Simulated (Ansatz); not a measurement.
# BaLi2Mg2Si2 (database structure): how the settings move a single-point run

Question: which choices in the input matter for BaLi2Mg2Si2 (database structure)?

Computed with Ansatz 0.2.0 (reference: DFT PBEsol, plane waves, PAW, scalar-relativistic, no spin polarisation, unless a step's input says otherwise).

1 further run of the same task is left out (set aside as unsound or not needed).

### 1 The structure to begin with

The structure is trigonal, space group R-3m (No. 166). Conventional cell: a = 4.557 Å, b = 4.557 Å, c = 25.931 Å, α = 90.00°, β = 90.00°, γ = 120.00°. Ba (site symmetry -3m) is surrounded by 2 Mg at 3.52 Å and 6 Si at 3.54 Å and 6 Li at 3.62 Å. Around Mg (site symmetry 3m) lie 4 Si at 2.76 to 2.87 Å and 3 Li at 2.82 Å and 3 Mg at 3.08 Å. Li (site symmetry 3m) has 3 Si at 2.63 Å and 3 Mg at 2.82 Å as nearest neighbours. Around Si (site symmetry 3m) lie 3 Li at 2.63 Å and 4 Mg at 2.76 to 2.87 Å and 3 Ba at 3.54 Å.

Coordinates:

```
CELL_PARAMETERS angstrom
2.27840 3.94631 0.00000
-2.27840 3.94631 0.00000
-2.27840 1.31543 8.64380
ATOMIC_POSITIONS crystal
Ba 0.00000 0.00000 0.00000
Mg 0.86439 0.27122 0.59317
Mg 0.13561 0.72878 0.40683
Li 0.42941 0.14118 0.28823
Li 0.57059 0.85882 0.71177
Si 0.75790 0.48420 0.27370
Si 0.24210 0.51580 0.72630
```

### 2 Baseline

Input file input.yaml:

```yaml
crystal:
  lattice:
    - [2.278404, 3.946307, 0.0]
    - [-2.278404, 3.946307, 0.0]
    - [-2.278404, 1.315432, 8.6438]
  atoms:
    - { symbol: Ba, position: [0.0, 0.0, 0.0] }
    - { symbol: Mg, position: [0.86439, 0.27122, 0.59317] }
    - { symbol: Mg, position: [0.13561, 0.72878, 0.40683] }
    - { symbol: Li, position: [0.42941, 0.14118, 0.28823] }
    - { symbol: Li, position: [0.57059, 0.85882, 0.71177] }
    - { symbol: Si, position: [0.7579, 0.4842, 0.2737] }
    - { symbol: Si, position: [0.2421, 0.5158, 0.7263] }
  symmetry: { tolerance: 0.0003 }
kpoints:
  mp_grid: { grid: [5, 5, 5], shift: [0, 0, 0] }
magnetization:
  spin_polarized: false
scf:
  occupations: { method: methfessel_paxton, width: 0.0684 }
hamiltonian:
  pseudopotentials: { kind: paw }
  xc: pbesol
basis:
  ecutwfc: 420
output:
  forces: true
  stress: true
  eigenvalues: true
  write_density: true
  write_potential: true
  elf: true
  volumetric_format: npy
```

Run with:

```console
$ ansatz run input.yaml --threads 1 --pin off --max-ram 2560MiB --backend cpu --events-out ev --progress --plain --runs-dir out
```

### 3 Changed: occupations.method gaussian, occupations.width 0.05, eigensolver.kind davidson

Edit input.yaml of step 2 so:

```diff
@@ -19,3 +19,4 @@
 scf:
-  occupations: { method: methfessel_paxton, width: 0.0684 }
+  occupations: { method: gaussian, width: 0.05 }
+  eigensolver: { kind: davidson }
 hamiltonian:
@@ -29,5 +30 @@
   eigenvalues: true
-  write_density: true
-  write_potential: true
-  elf: true
-  volumetric_format: npy
```

### 4 Variant: starting moments, mp_grid.grid [8, 8, 8], spin_polarized true, eigensolver.kind davidson

Input file input.yaml:

```yaml
crystal:
  lattice:
    - [2.278404, 3.946307, 0.0]
    - [-2.278404, 3.946307, 0.0]
    - [-2.278404, 1.315432, 8.6438]
  atoms:
    - { symbol: Ba, position: [0.0, 0.0, 0.0], spin: 2.0 }
    - { symbol: Mg, position: [0.86439, 0.27122, 0.59317], spin: 2.0 }
    - { symbol: Mg, position: [0.13561, 0.72878, 0.40683], spin: 1.0 }
    - { symbol: Li, position: [0.42941, 0.14118, 0.28823], spin: 2.0 }
    - { symbol: Li, position: [0.57059, 0.85882, 0.71177], spin: 3.0 }
    - { symbol: Si, position: [0.7579, 0.4842, 0.2737], spin: 3.0 }
    - { symbol: Si, position: [0.2421, 0.5158, 0.7263], spin: 1.0 }
  symmetry: { tolerance: 0.0003 }
kpoints:
  mp_grid: { grid: [8, 8, 8], shift: [0, 0, 0] }
magnetization:
  spin_polarized: true
scf:
  occupations: { method: methfessel_paxton, width: 0.0684 }
  eigensolver: { kind: davidson }
hamiltonian:
  pseudopotentials: { kind: paw }
  xc: pbesol
basis:
  ecutwfc: 420
output:
  forces: true
  stress: true
  eigenvalues: true
  write_density: true
  write_potential: true
  elf: true
  volumetric_format: npy
```

### 5 Changed: eigensolver.kind davidson

Edit input.yaml of step 2 so:

```diff
@@ -20,2 +20,3 @@
   occupations: { method: methfessel_paxton, width: 0.0684 }
+  eigensolver: { kind: davidson }
 hamiltonian:
@@ -29,5 +30 @@
   eigenvalues: true
-  write_density: true
-  write_potential: true
-  elf: true
-  volumetric_format: npy
```

Before running it: what results should come out? Wanted: for each run, ending; energy change; pressure; gap; force.

The runs gave:

| run | ending | energy change | pressure (GPa) | gap (eV) | force (eV/Å) | cycles | time |
| --- | --- | --- | --- | --- | --- | --- | --- |
| reference | converged | 0 | -0.5 | 0.00 | 0.11 | 8 | 9.8 s |
| 1: occupations.method gaussian, occupations.width 0.05, eigensolver.kind davidson | converged | 0.0 meV/atom (σ→0) | -0.5 | 0.00 | 0.11 | 7 | 11 s |
| 2: starting moments, mp_grid.grid [8, 8, 8], spin_polarized true, eigensolver.kind davidson | converged | -4.3 meV/atom | -0.5 | 0.00 | 0.09 | 16 | 3.2 min |
| 3: eigensolver.kind davidson | converged | 0.0 meV/atom | -0.5 | 0.00 | 0.11 | 7 | 11 s |

Times don't compare one to one where runs were asked for different outputs or read a saved state (see the inputs); cycles may leave out searches for a lower state.

Residual by cycle in the longest SCF loop of each run; runs are numbered as in the table. The quantity is the density residual dr2, in eV.

```csv
cycle,reference,run 1,run 2,run 3
1,0.0322,0.0394,6.45,0.0377
2,0.0095,0.00637,3.61,0.00689
4,2.6e-4,5.1e-5,0.057,4.2e-5
5,1.5e-4,2.5e-6,0.00783,2.2e-6
6,1.4e-5,2.7e-7,0.00708,1.9e-7
8,3.8e-9,-,0.00245,-
9,-,-,0.0011,-
11,-,-,4.5e-5,-
12,-,-,3.5e-6,-
13,-,-,5.5e-7,-
15,-,-,1.0e-8,-
16,-,-,2.8e-10,-
```

No change moves the result by more than the table shows.

The reference is no final answer either: its mesh is coarse for a cell with so small a gap or none.
